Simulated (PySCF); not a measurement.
Runs of PySCF 2.14.0 on O2BH. The cell holds a molecule in a box, 4 atoms: a = 12.000 Å, b = 10.000 Å, c = 11.000 Å, α = 90.00°, β = 90.00°, γ = 90.00°. 

```tsv
task	level	frozen core bands	conv_tol	exxdiv	grid for exchange and correlation	three-centre integrals	gap on the mesh (eV)
MP2 correlation energy	HF	3	1e-08 Ha	ewald	-	read from an earlier run's file	17.50
atomic charges	AM05	-	1e-07 Ha	-	Becke, atom-centred	read from an earlier run's file	7.22
atomic charges	PBE	-	1e-07 Ha	-	Becke, atom-centred	-	7.08
atomic charges	BP86+D4	-	1e-07 Ha	-	Becke, atom-centred	read from an earlier run's file	7.22
atomic charges	PBE50	-	1e-07 Ha	ewald	Becke, atom-centred	read from an earlier run's file	(a)
atomic charges	OLYP+D3	-	1e-07 Ha	-	Becke, atom-centred	read from an earlier run's file	6.89
```

Alike in all rows: potentials or basis 6-31g* (all-electron); no spin polarisation; cell as given; k mesh 1 × 1 × 1; smearing fixed.

**Question.** Fill in the values left out.

**Answer.** (a) 12.57.

Caveats: this is a molecule in a periodic box at the Γ point, so its band gap is the HOMO-LUMO gap; the basis of atomic orbitals isn't converged, which shifts pressures, moduli and gaps; the basis is small and the box finite, so much correlation energy is missing and levels can be off by tenths of an eV (some runs).

